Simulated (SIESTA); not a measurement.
Runs of SIESTA 5.4.2 on CoPd2O2. The cell holds a slab with vacuum, 5 atoms: a = 2.845 Å, b = 2.845 Å, c = 20.960 Å, α = 90.00°, β = 90.00°, γ = 120.00°. 

```csv
level,potentials or basis,gap on the mesh (eV),moment (μB),largest force (eV/Å)
PBE,"PseudoDojo 0.4 standard (PBE files), DZP (energy shift 0.003 Ry; two zetas on semicore shells)",none,1.31,0.89
RPBE,"PseudoDojo 0.4 standard (PBE files), DZP (energy shift 0.003 Ry; two zetas on semicore shells)",none,1.32,(c)
AM05,"PseudoDojo 0.4 standard (PBEsol files), DZP (energy shift 0.003 Ry; two zetas on semicore shells)",none,(b),0.65
revPBE,"PseudoDojo 0.4 standard (PBE files), DZP (energy shift 0.003 Ry; two zetas on semicore shells)",none,(a),1.06
PBEsol,"PseudoDojo 0.4 standard (PBEsol files), DZP (energy shift 0.003 Ry; two zetas on semicore shells)",none,1.23,0.62
```

Alike in all rows: task single point; spin collinear, ferromagnetic start; cell as given; k mesh 8 × 8 × 1; smearing fermi-dirac 0.05 eV; grid cutoff 800 Ry; energy shift 0.003 Ry.

Question: Estimate the missing entries.

Answer: (a) 1.33; (b) 0.95; (c) 1.13.

Caveats: the basis of atomic orbitals isn't converged, which shifts pressures, moduli and gaps; semilocal functionals often make such compounds metallic where correlation or magnetic order opens a gap, which also shifts bond lengths; the potentials were made for another functional, which shifts forces and pressure (some runs).

A k mesh can miss the band edges, and the runs leave out spin-orbit coupling on Pd.

A gap of «none» marks a metal or a gap under the smearing width.
